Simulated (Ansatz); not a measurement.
# C5H13AlS: taking an electron away

Aim: the vertical ionisation energy of C5H13AlS, as cation minus neutral at the neutral's geometry, on several levels, and how well −ε(HOMO) stands in for it.

Program: Ansatz 0.2.0, Gaussian basis. Level of theory: unrestricted cation, the program's frozen cores in correlated methods. These are calculated values, not measurements.

The runs, in order: UKS PBE-D4/def2-TZVPP; UKS r2SCAN-D4/def2-TZVPP; UKS PBE0-D4/def2-TZVPP; UKS B3LYP-D4/def2-TZVPP; UKS wB97X-V/def2-TZVPP; UKS wB97M-V/def2-TZVPP; UKS B2PLYP/def2-TZVPP; UHF-CCSD(T)/def2-TZVPP; UHF-MP2/def2-QZVPP; extrapolation to the limit; then −ε(HOMO) from the neutral's earlier runs with LDA (SPW92), PBE-D4, revPBE-D4, BLYP-D4, r2SCAN-D4, B97M-V, PBE0-D4, B3LYP-D4, r2SCANh-D4, r2SCAN0-D4, HSE06-D4, BHLYP-D4, CAM-B3LYP-D4, LC-ωPBE, ωB97X-V, ωB97M-V.

## (1) The geometry

The geometry comes from an earlier relaxation with PBE0-D4 in a triple-zeta def2 set; it is a stationary point, not always the lowest conformer.

SMILES `CC(C)[S][Al]([CH3])[CH3]`, 20 atoms, charge 0, spin multiplicity 1.

Atoms are counted from 1 here; the program's logs count them from 0.

Bond lengths: C1–C2 1.518 Å, C1–H8 1.093 Å, C1–H9 1.094 Å, C1–H10 1.091 Å, C2–C3 1.517 Å, C2–S4 1.842 Å, C2–H11 1.092 Å, C3–H12 1.093 Å, C3–H13 1.092 Å, C3–H14 1.095 Å, S4–Al5 2.182 Å, Al5–C6 1.955 Å, Al5–C7 1.949 Å, C6–H15 1.093 Å, C6–H16 1.095 Å, C6–H17 1.094 Å, C7–H18 1.092 Å, C7–H19 1.095 Å and more. Angles: C2–C1–H8 110.7°, C2–C1–H9 110.1°, C2–C1–H10 111.4°, H8–C1–H9 108.1°, H8–C1–H10 108.0°, H9–C1–H10 108.5°, C1–C2–C3 112.0°, C1–C2–S4 108.4°, C1–C2–H11 109.0°, C3–C2–S4 110.6°, C3–C2–H11 109.3°, S4–C2–H11 107.4°, C2–C3–H12 110.6°, C2–C3–H13 111.5°, C2–C3–H14 110.3°, H12–C3–H13 107.9°, H12–C3–H14 108.2°, H13–C3–H14 108.3° and more.

## (2) Cation, UKS PBE-D4/def2-TZVPP

The input, in.yaml:

```yaml
crystal:
  periodic: [false, false, false]
  atoms:
    - {symbol: C, position_ang: [0.103676, -2.203700, -1.873208]}
    - {symbol: C, position_ang: [0.322366, -1.310050, -0.665781]}
    - {symbol: C, position_ang: [1.546347, -1.721445, 0.129975]}
    - {symbol: S, position_ang: [0.483573, 0.429196, -1.250029]}
    - {symbol: Al, position_ang: [-0.439292, 1.591783, 0.349873]}
    - {symbol: C, position_ang: [-1.221562, 0.659567, 1.880181]}
    - {symbol: C, position_ang: [-0.446998, 3.528370, 0.130538]}
    - {symbol: H, position_ang: [0.953262, -2.141169, -2.558082]}
    - {symbol: H, position_ang: [-0.000996, -3.245687, -1.556145]}
    - {symbol: H, position_ang: [-0.794182, -1.916789, -2.422292]}
    - {symbol: H, position_ang: [-0.559644, -1.359011, -0.023046]}
    - {symbol: H, position_ang: [2.449603, -1.627388, -0.477761]}
    - {symbol: H, position_ang: [1.674008, -1.099180, 1.017597]}
    - {symbol: H, position_ang: [1.456810, -2.764096, 0.451581]}
    - {symbol: H, position_ang: [-1.507111, 1.359409, 2.670260]}
    - {symbol: H, position_ang: [-2.124486, 0.112479, 1.588246]}
    - {symbol: H, position_ang: [-0.535064, -0.073218, 2.314186]}
    - {symbol: H, position_ang: [0.006334, 3.842881, -0.812069]}
    - {symbol: H, position_ang: [-1.467772, 3.923312, 0.161611]}
    - {symbol: H, position_ang: [0.101137, 4.014746, 0.944353]}
basis:
  gaussian: {orbitals: def2-TZVPP}
total_charge: 1
magnetization: {spin_polarized: true, initial_magnetization: 1}
hamiltonian: {xc: pbe, dispersion: d4}
```

Further steps of the session: Cation, UKS r2SCAN-D4/def2-TZVPP; Cation, UKS PBE0-D4/def2-TZVPP; Cation, UKS B3LYP-D4/def2-TZVPP; Cation, UKS wB97X-V/def2-TZVPP; Cation, UKS wB97M-V/def2-TZVPP; Cation, UKS B2PLYP (frozen core)/def2-TZVPP; Cation, UHF-CCSD(T)/def2-TZVPP; Cation, UHF-MP2/def2-QZVPP.

Before running them: what should the planned runs give, taken together? Wanted: ionisation energy, CCSD(T)/CBS; nearest functional by difference; nearest −ε(HOMO); −ε(HOMO) of PBE; T1 of the cation.

**Answer**, as computed:

| quantity | value |
| --- | --- |
| ionisation energy, CCSD(T)/CBS | 8.99 eV |
| nearest functional by difference | ωB97M-V (-0.15 eV) |
| nearest −ε(HOMO) | ωB97M-V (+0.03 eV) |
| −ε(HOMO) of PBE | 5.68 eV |
| T1 of the cation | 0.013 |

In words: By cation minus neutral, the functionals miss by 0.42 eV at most. −ε(HOMO) of PBE misses by 3.3 eV, since self-interaction lifts the level. Among orbital estimates ωB97M-V comes nearest. Hartree-Fock falls 1.29 eV short, as the neutral has more correlation energy than the cation. The cation may have settled in a state other than its lowest; no search over hole states beyond the program's own was made.
